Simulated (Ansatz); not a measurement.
# K2NiO2: the cost of one run

Program: Ansatz 0.2.0. Level of theory: DFT PBEsol+U (U_eff = 4 eV on Ni d), plane waves, PAW. These are calculated values, not measurements.

## Step 1: The starting structure

Symmetry: I4/mmm, No. 139, tetragonal system. Conventional cell: a = 3.953 Å, b = 3.953 Å, c = 12.838 Å, α = 90.00°, β = 90.00°, γ = 90.00°. Around K (site symmetry 4mm) lie 5 O at 2.71 to 2.81 Å. Ni (site symmetry 4/mmm) is surrounded by 2 O at 1.69 Å. O (site symmetry 4mm) has 1 Ni at 1.69 Å as nearest neighbours.

As a file:

```cif
data_structure
_symmetry_space_group_name_H-M 'I4/mmm'
_symmetry_Int_Tables_number 139
_cell_length_a 3.9528
_cell_length_b 3.9528
_cell_length_c 12.8384
_cell_angle_alpha 90.000
_cell_angle_beta 90.000
_cell_angle_gamma 90.000
_cell_volume 200.60
loop_
_atom_site_label
_atom_site_type_symbol
_atom_site_symmetry_multiplicity
_atom_site_Wyckoff_symbol
_atom_site_fract_x
_atom_site_fract_y
_atom_site_fract_z
_atom_site_occupancy
K1 K 4 e 0.50000 0.50000 0.15740 1
Ni1 Ni 2 a 0.00000 0.00000 0.00000 1
O1 O 4 e 0.50000 0.50000 0.36860 1
```

Magnetic order typed: ferromagnetic.

## Step 2: From atoms, symmetry kept, no search

Contents of input.yaml:

```yaml
crystal:
  lattice:
    - [-1.97639993, 1.97639993, 6.41919976]
    - [1.97639993, -1.97639993, 6.41919976]
    - [1.97639993, 1.97639993, -6.41919976]
  atoms:
    - { symbol: K, position: [0.6574, 0.6574, 0.0] }
    - { symbol: K, position: [0.3426, 0.3426, 0.0] }
    - { symbol: Ni, position: [0.0, 0.0, 0.0], spin: 2.0 }
    - { symbol: O, position: [0.8686, 0.8686, 0.0] }
    - { symbol: O, position: [0.1314, 0.1314, 0.0] }
basis:
  ecutwfc: 420
  ecutrho_ratio: 4
kpoints:
  mp_grid: { grid: [7, 7, 7] }
hamiltonian:
  xc: pbesol
  hubbard: { sites: [{ site: 2, l: d, u_eff: 4.0 }] }
scf:
  occupations: { method: gaussian, width: 0.05 }
  lower_state_search: "off"
  max_iter: 150
output:
  forces: true
  stress: true
  eigenvalues: true
  populations: true
  hubbard: { sites: [{ site: 2, l: d }] }
magnetization:
  spin_polarized: true
```

Launch:

```console
> ansatz run input.yaml --threads 4 --pin off --max-ram 6144MiB --backend cpu --events-out ev --progress --plain --runs-dir out
```

**Question.** How long does this run take on 4 threads of AMD EPYC 7R13 (Zen 3), shared host, and how much memory does it need?

About 5.5 s, with a peak of 0.66 GiB.
